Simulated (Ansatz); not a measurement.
# Ba (fcc type): how the settings move a single-point run

Question: which choices in the input matter for Ba (fcc type)?

Program: Ansatz 0.2.0. Level of theory: reference: DFT, PBEsol, all-electron PAW with datasets made for the crystal, scalar-relativistic. These are calculated values, not measurements.

## Step 1: The structure to begin with

The structure is cubic, space group Fm-3m (No. 225). The conventional cell has a = 4.722 Å, b = 4.722 Å, c = 4.722 Å, α = 90.00°, β = 90.00°, γ = 90.00°. Ba (site symmetry m-3m) has 12 Ba at 3.34 Å in its first shell of neighbours.

Structure file:

```cif
data_structure
_symmetry_space_group_name_H-M 'P 1'
_symmetry_Int_Tables_number 1
_cell_length_a 3.3392
_cell_length_b 3.3392
_cell_length_c 3.3392
_cell_angle_alpha 60.000
_cell_angle_beta 60.000
_cell_angle_gamma 60.000
_cell_volume 26.33
loop_
_atom_site_label
_atom_site_type_symbol
_atom_site_fract_x
_atom_site_fract_y
_atom_site_fract_z
_atom_site_occupancy
Ba1 Ba 0.00000 0.00000 0.00000 1
```

## Step 2: Baseline

input.yaml

```yaml
crystal:
  lattice:
    - [0.0, 2.3611580357, 2.3611580357]
    - [2.3611580357, 0.0, 2.3611580357]
    - [2.3611580357, 2.3611580357, 0.0]
  atoms:
    - { symbol: Ba, position: [0.0, 0.0, 0.0] }
kpoints:
  mp_grid: { grid: [12, 12, 12] }
scf:
  occupations: { method: fermi_dirac, width: 0.08 }
hamiltonian:
  xc: pbesol
  pseudopotentials: { kind: all_electron, datasets: crystal }
output:
  forces: true
  stress: true
  eigenvalues: true
```

The run is started by

```
> ansatz run input.yaml --threads 1 --pin off --max-ram 2048MiB --backend cpu --events-out ev --progress --plain --runs-dir out
```

## Step 3: Changing settings: preconditioner kerker_dos

Edit input.yaml of step 2 so:

```diff
@@ -11,2 +11,3 @@
   occupations: { method: fermi_dirac, width: 0.08 }
+  mixing: { preconditioner: kerker_dos }
 hamiltonian:
```

## Step 4: Variant: occupations.width 0.005, preconditioner kerker_dos

Edit input.yaml of step 2 so:

```diff
@@ -10,3 +10,4 @@
 scf:
-  occupations: { method: fermi_dirac, width: 0.08 }
+  occupations: { method: fermi_dirac, width: 0.005 }
+  mixing: { preconditioner: kerker_dos }
 hamiltonian:
```

Before running it: what results should come out? Wanted: for each run, ending; energy change; pressure; gap; force.

**Answer**, as computed:

| run | ending | energy change | pressure (GPa) | gap (eV) | force (eV/Å) | cycles | time |
| --- | --- | --- | --- | --- | --- | --- | --- |
| reference | converged | 0 | 17.6 | 0.00 | 0.00 | 7 | 5.3 s |
| 1: preconditioner kerker_dos | converged | 0.0 meV/atom | 17.6 | 0.00 | 0.00 | 8 | 5.7 s |
| 2: occupations.width 0.005, preconditioner kerker_dos | converged | +1.2 meV/atom (σ→0) | 17.0 | 0.00 | 0.00 | 9 | 5.5 s |

Residual by cycle in the longest SCF loop of each run; runs are numbered as in the table. The quantity is the density residual dr2, in eV.

| cycle | reference | run 1 | run 2 |
| --- | --- | --- | --- |
| 1 | 0.342 | 0.342 | 0.344 |
| 2 | 0.13 | 0.163 | 0.182 |
| 3 | 0.003 | 0.00407 | 0.00857 |
| 4 | 8.2e-5 | 8.9e-4 | 0.00105 |
| 5 | 1.0e-5 | 4.8e-5 | 6.6e-5 |
| 6 | 2.0e-7 | 5.9e-6 | 1.4e-5 |
| 7 | 1.9e-9 | 8.0e-8 | 5.0e-7 |
| 8 | - | 1.9e-8 | 7.4e-8 |
| 9 | - | - | 5.3e-9 |

The pressure spans 17.0 to 17.6 GPa over the reference and the converged variants. The structure is not at rest: the sound run finds 18 GPa, so these are no properties of the relaxed crystal. 
